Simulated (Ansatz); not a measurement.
# BH4N: the cost of one run

Method: PBE0-D4/def2-TZVP structures, single points in def2-TZVPP, no counterpoise correction; program: Ansatz 0.2.0, Gaussian basis.

Levels: SPW92, PBE-D4, BLYP-D4, r2SCAN-D4, B97M-V, PBE0-D4, B3LYP-D4, r2SCAN0-D4, BHLYP-D4, CAM-B3LYP-D4, wB97X-V, wB97M-V, B2PLYP, PBE-QIDH, RPA on PBE, Hartree-Fock, MP2, CCSD, CCSD(T).

Cores are frozen in the correlated methods. B3LYP uses VWN-RPA correlation. B2PLYP carries no dispersion term here.

113 further runs of the same task are left out: 113 set aside as unsound or not needed.

## Step 1: Where the work starts

The complex: 10 atoms, charge 0, spin multiplicity 1.

Atoms are counted from 1 here; the program's logs count them from 0.

Bond lengths: B1–H3 1.192 Å, B1–H4 1.192 Å, B1–N6 1.409 Å, Cl2–H7 1.292 Å, H5–F8 0.950 Å, N6–H9 1.009 Å, N6–H10 1.009 Å. Angles: H3–B1–H4 123.1°, H3–B1–N6 118.5°, H4–B1–N6 118.5°, B1–N6–H9 121.3°, B1–N6–H10 121.4°, H9–N6–H10 112.8°.

Geometry (Å):

```mol
BClFH6N
  3D, bonds by distance, orders not assigned

 10  7  0  0  0  0  0  0  0  0999 V2000
   -0.9970   -0.5478   -0.6347 B   0  0
    2.0819    1.1307   -1.8893 Cl  0  0
   -1.5171    0.3632   -1.2011 H   0  0
   -0.4989   -1.4689   -1.2043 H   0  0
    0.6035    0.3407    0.9926 H   0  0
   -0.9432   -0.5201    0.7727 N   0  0
    2.0286    1.1122   -0.5983 H   0  0
    1.4220    0.7951    1.1514 F   0  0
   -0.6815   -1.3373    1.3042 H   0  0
   -1.4982    0.1322    1.3068 H   0  0
  1  3  8  0
  1  4  8  0
  1  6  8  0
  2  7  8  0
  5  8  8  0
  6  9  8  0
  6 10  8  0
M  END
```

Its parts: BNH₄ holds atoms 1, 3, 4, 6, 9, 10; HCl holds atoms 2, 7; HF holds atoms 5, 8. Each part counts its atoms afresh in its own runs.

## Step 2: Relaxing BNH₄ alone

relax-a/in.yaml reads:

```yaml
crystal:
  periodic: [false, false, false]
  atoms:
    - {symbol: B, position_ang: [-0.996962, -0.547752, -0.634655]}
    - {symbol: H, position_ang: [-1.517090, 0.363210, -1.201140]}
    - {symbol: H, position_ang: [-0.498918, -1.468901, -1.204345]}
    - {symbol: N, position_ang: [-0.943218, -0.520148, 0.772742]}
    - {symbol: H, position_ang: [-0.681471, -1.337335, 1.304216]}
    - {symbol: H, position_ang: [-1.498237, 0.132205, 1.306794]}
basis:
  gaussian: {orbitals: def2-TZVP}
hamiltonian: {xc: pbe0, dispersion: d4}
relax: {f_tol: 0.005, max_steps: 200}
```

On the command line:

```
> ansatz run in.yaml --threads 4 --pin off --events-out ev --progress --plain --max-ram 9574MiB
```

**Question.** How long does this run take on 4 threads of Arm Neoverse V1, shared host?

About 2.6 s.
